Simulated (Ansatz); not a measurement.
# C4H9LiO: small, medium and large basis sets

The task here is to estimate one member of a computed series from the others.

The runs use Ansatz 0.2.0, Gaussian basis; one geometry, several basis sets.

The runs, in order: PBE0-D4/def2-SVP; ωB97M-V/def2-SVP; PBE0-D4/def2-QZVPP; ωB97M-V/def2-QZVPP; the functionals' def2-TZVPP values are taken from earlier runs.

## The relaxed structure

All runs share one geometry, relaxed beforehand with PBE0-D4 in a triple-zeta def2 set.

SMILES `[Li][O]C(C)(C)C`, 15 atoms, charge 0, spin multiplicity 1.

Atoms are counted from 1 here; the program's logs count them from 0.

Bond lengths: Li1–O2 1.582 Å, O2–C3 1.374 Å, C3–C4 1.532 Å, C3–C5 1.532 Å, C3–C6 1.532 Å, C4–H7 1.093 Å, C4–H8 1.094 Å, C4–H9 1.093 Å, C5–H10 1.093 Å, C5–H11 1.093 Å, C5–H12 1.094 Å, C6–H13 1.093 Å, C6–H14 1.094 Å, C6–H15 1.093 Å. Angles: Li1–O2–C3 180.0°, O2–C3–C4 109.8°, O2–C3–C5 109.8°, O2–C3–C6 109.8°, C4–C3–C5 109.2°, C4–C3–C6 109.1°, C5–C3–C6 109.2°, C3–C4–H7 109.7°, C3–C4–H8 112.3°, C3–C4–H9 109.7°, H7–C4–H8 108.5°, H7–C4–H9 108.2°, H8–C4–H9 108.5°, C3–C5–H10 109.7°, C3–C5–H11 109.7°, C3–C5–H12 112.3°, H10–C5–H11 108.2°, H10–C5–H12 108.5° and more.

As a file:

```csv
atom,x (Å),y (Å),z (Å)
Li1,1.91741,-1.55922,1.96073
O2,0.95498,-0.77821,0.97827
C3,0.11854,-0.10046,0.12437
C4,-1.30843,-0.63990,0.25982
C5,0.59095,-0.28648,-1.32058
C6,0.12596,1.39223,0.46717
H7,-1.65231,-0.51587,1.29025
H8,-2.01099,-0.12721,-0.40434
H9,-1.32249,-1.70697,0.02190
H10,1.61185,0.09064,-1.42570
H11,0.59296,-1.35031,-1.57305
H12,-0.04807,0.23867,-2.03710
H13,1.14244,1.78531,0.37909
H14,-0.52829,1.97246,-0.19074
H15,-0.20622,1.53452,1.49910
```

Set-up of the first run:

The input, in.yaml:

```yaml
crystal:
  periodic: [false, false, false]
  atoms:
    - {symbol: Li, position_ang: [1.917414, -1.559223, 1.960733]}
    - {symbol: O, position_ang: [0.954982, -0.778211, 0.978267]}
    - {symbol: C, position_ang: [0.118535, -0.100465, 0.124375]}
    - {symbol: C, position_ang: [-1.308426, -0.639903, 0.259823]}
    - {symbol: C, position_ang: [0.590952, -0.286483, -1.320581]}
    - {symbol: C, position_ang: [0.125958, 1.392232, 0.467173]}
    - {symbol: H, position_ang: [-1.652313, -0.515868, 1.290254]}
    - {symbol: H, position_ang: [-2.010986, -0.127209, -0.404344]}
    - {symbol: H, position_ang: [-1.322487, -1.706970, 0.021900]}
    - {symbol: H, position_ang: [1.611849, 0.090639, -1.425704]}
    - {symbol: H, position_ang: [0.592958, -1.350310, -1.573046]}
    - {symbol: H, position_ang: [-0.048074, 0.238674, -2.037101]}
    - {symbol: H, position_ang: [1.142439, 1.785313, 0.379090]}
    - {symbol: H, position_ang: [-0.528285, 1.972462, -0.190742]}
    - {symbol: H, position_ang: [-0.206218, 1.534521, 1.499102]}
basis:
  gaussian: {orbitals: def2-SVP}
hamiltonian: {xc: pbe0, dispersion: d4}
output: {orbitals: {seedname: orbitals}}
```

On the command line:

```sh
$ ansatz run in.yaml --threads 4 --pin off --events-out ev --progress --plain --max-ram 10444MiB
```

Among the steps run: PBE0-D4 in def2-SVP; ωB97M-V in def2-SVP; PBE0-D4 in def2-QZVPP; ωB97M-V in def2-QZVPP.

One table of the session follows, with a row left open; its other results are not shown here.

It belongs to the step «Functionals by basis». 

| functional | basis | HOMO (eV) | LUMO (eV) |
| --- | --- | --- | --- |
| PBE0-D4 | def2-SVP | -5.72 | -1.04 |
| PBE0-D4 | def2-TZVPP | -5.85 | -1.01 |
| PBE0-D4 | def2-QZVPP | -5.88 | -1.02 |
| ωB97M-V | def2-SVP | ? | ? |
| ωB97M-V | def2-TZVPP | -8.26 | -0.48 |
| ωB97M-V | def2-QZVPP | -8.29 | -0.61 |

Q: Estimate the row for ωB97M-V, def2-SVP from the others.

As computed: HOMO (eV): -8.11; LUMO (eV): -0.40. In the column «HOMO (eV)» it lies between ωB97M-V, def2-TZVPP (-8.26) and PBE0-D4, def2-QZVPP (-5.88).
